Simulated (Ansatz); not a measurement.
**CCSDT(Q)/STO-3G run of CH6SSi2 (SMILES C[SiH]1[SiH2]S1)**

Aim: the vertical electron affinity of CH6SSi2 at CCSDT(Q)/STO-3G, from 2 runs. 

The calculation is run with Ansatz 0.2.0.

6 further runs of the same task are left out: 3 that didn't finish, 3 set aside as unsound or not needed.

### Step 1. The molecule

CH6SSi2: 10 atoms, total charge 0, spin state singlet. SMILES: `C[SiH]1[SiH2]S1`. The coordinates come from a PBE0-D4/def2-TZVP relaxation.

Bond lengths: C1–Si2 1.863 Å, Si2–Si3 2.246 Å, Si2–S4 2.154 Å, Si3–S4 2.156 Å, C1–H5 1.091 Å, C1–H6 1.093 Å, C1–H7 1.093 Å, Si2–H8 1.484 Å, Si3–H9 1.483 Å, Si3–H10 1.484 Å. Some angles: C1–Si2–Si3 124.2°, C1–Si2–S4 116.5°, Si3–Si2–S4 58.6°, Si2–Si3–S4 58.6°, Si2–S4–Si3 62.8°, C1–Si2–H8 112.2°, Si3–Si2–H8 119.9°, S4–Si2–H8 113.5°, Si2–C1–H5 110.6°, Si2–C1–H6 110.3°.

### Step 2. A single-point energy at CCSDT(Q)/STO-3G

Input file input.yaml:

```yaml
crystal:
  periodic: [false, false, false]
  atoms:
    - {symbol: C, position_ang: [-1.338900, 0.779600, -0.768600]}
    - {symbol: Si, position_ang: [-0.420200, -0.492300, 0.235000]}
    - {symbol: Si, position_ang: [1.740100, -0.316300, 0.822400]}
    - {symbol: S, position_ang: [1.114600, -1.600900, -0.791700]}
    - {symbol: H, position_ang: [-0.641000, 1.400600, -1.332000]}
    - {symbol: H, position_ang: [-1.933200, 1.422000, -0.113800]}
    - {symbol: H, position_ang: [-2.015100, 0.289100, -1.473100]}
    - {symbol: H, position_ang: [-1.336300, -1.346400, 1.031600]}
    - {symbol: H, position_ang: [2.330900, -1.018700, 1.986900]}
    - {symbol: H, position_ang: [2.582200, 0.832000, 0.406300]}
basis:
  gaussian:
    orbitals: STO-3G
hamiltonian:
  pseudopotentials:
    relativity: none
correlation:
  method: ccsdt_q
  electrons: outside_noble_gas
```

The run is started by

```sh
ansatz run input.yaml --threads 1 --pin off --max-ram 2610MiB --events-out events.jsonl --progress --plain --runs-dir runs
```

Log:

```text
Warning: RAYON_NUM_THREADS=1 ignored (pool sized by the plan → 1); use --threads N
Functional definition: HF
  name "HF"
  exchange = exact_x
  correlation = 0
742 factors; integrals over basis functions are off by at most 6.0e-8 eV
mean field evaluation 1: about -27353.1515 eV, gradient 2.0e1 eV
mean field evaluation 2: about -27353.2094 eV, gradient 2.0e1 eV
mean field evaluation 4: about -27355.3895 eV, gradient 1.3e0 eV
mean field evaluation 8: about -27355.3999 eV, gradient 2.3e-6 eV
mean field -27355.39990739 eV, -1005.2924044406 hartree, gradient 6.4e-7 eV, S^2 0.000000; 0 other end points of the search recorded, 0 dependent functions left out
16 core orbitals not correlated: weight in the atoms' cores, before any rotation towards them, 0.999 or more for the frozen orbitals, at most 0.000 for the correlated occupied ones
reference -27355.39990739 eV, -1005.2924044406 hartree; 12, 12 occupied and 10, 10 virtual orbitals, 742 factors
second order -4.25082127 eV of doubles, -0.00000000 eV of singles
cycle   1  -5.20420951 eV  change   -9.5e-1 eV  update   9.0e-2
cycle   2  -5.69280520 eV  change   -4.9e-1 eV  update   3.5e-2
cycle   3  -5.78926976 eV  change   -9.6e-2 eV  update   1.3e-2
cycle   4  -5.80077815 eV  change   -1.2e-2 eV  update   3.7e-3
cycle   5  -5.80249913 eV  change   -1.7e-3 eV  update   1.4e-3
cycle   6  -5.80173061 eV  change    7.7e-4 eV  update   4.3e-4
cycle   7  -5.80137817 eV  change    3.5e-4 eV  update   1.4e-4
cycle   8  -5.80137477 eV  change    3.4e-6 eV  update   4.9e-5
cycle   9  -5.80139457 eV  change   -2.0e-5 eV  update   1.6e-5
cycle  10  -5.80139161 eV  change    3.0e-6 eV  update   6.2e-6
cycle  11  -5.80138810 eV  change    3.5e-6 eV  update   3.0e-6
cycle  12  -5.80138897 eV  change   -8.7e-7 eV  update   1.1e-6
perturbative correction -0.00438980 eV, -0.0001613223 hartree
Total energy: -27361.20568616 eV, -1005.5057628752 hartree
```

Run time: 6.9 s. Hardware: 1 thread of Intel Xeon at 2.50GHz (Skylake/Cascade Lake), shared host.

### Step 3. The doublet anion, same level

input.yaml, as its differences from that of step 2:

```diff
@@ -16,2 +16,6 @@
     orbitals: STO-3G
+total_charge: -1
+magnetization:
+  spin_polarized: false
+  initial_magnetization: 1
 hamiltonian:
```

The run is started by

```sh
ansatz run input.yaml --threads 1 --pin off --max-ram 2610MiB --events-out events.jsonl --progress --plain --runs-dir runs
```

Log, cut to the lines that bear on the results:

```text
Warning: RAYON_NUM_THREADS=1 ignored (pool sized by the plan → 1); use --threads N
[... 2 set-up lines as earlier in the session ...]
[...]
743 factors; integrals over basis functions are off by at most 6.0e-8 eV
[...]
mean field -27347.39172276 eV, -1004.9981090835 hartree, gradient 1.7e-6 eV, S^2 0.750000; 1 other end points of the search recorded, 0 dependent functions left out
16 core orbitals not correlated: weight in the atoms' cores, before any rotation towards them, 0.999 or more for the frozen orbitals, at most 0.000 for the correlated occupied ones
reference -27347.39172276 eV, -1004.9981090835 hartree; 13, 12 occupied and 9, 10 virtual orbitals, 743 factors
second order -3.82814895 eV of doubles, -0.04290627 eV of singles
cycle   1  -4.75100450 eV  change   -8.8e-1 eV  update   8.7e-2
[...]
cycle  18  -5.33273977 eV  change    1.7e-6 eV  update   1.8e-6
perturbative correction -0.00281276 eV, -0.0001033669 hartree
Total energy: -27352.72727529 eV, -1005.1941870223 hartree
```

Run time: 30 s. Hardware: 1 thread of Intel Xeon at 2.50GHz (Skylake/Cascade Lake), shared host; peak memory 0.39 GiB.

### Step 4. What came out

Level: CCSDT(Q)/STO-3G, 16 core orbitals frozen.

| quantity | value |
| --- | --- |
| singlet CH6SSi2: total energy | -1005.50576 Eh |
| singlet CH6SSi2: correlation energy (16 core orbitals frozen) | -213.4 mEh |
| singlet CH6SSi2: T1 diagnostic | 0.006 |
| doublet anion: total energy | -1005.19419 Eh |
| doublet anion: correlation energy (16 core orbitals frozen) | -196.1 mEh |
| doublet anion: ⟨S²⟩ of the reference determinant | 0.750 |
| doublet anion: T1 diagnostic | 0.014 |
| vertical electron affinity (to the doublet anion) | -8.478 eV |

The anion lies 8.48 eV (818 kJ/mol) above the neutral: the electron isn't bound at this level, and such a value depends on the basis. Without diffuse functions anions come out too high. In a minimal basis such a difference can be off by several eV, whatever the method.
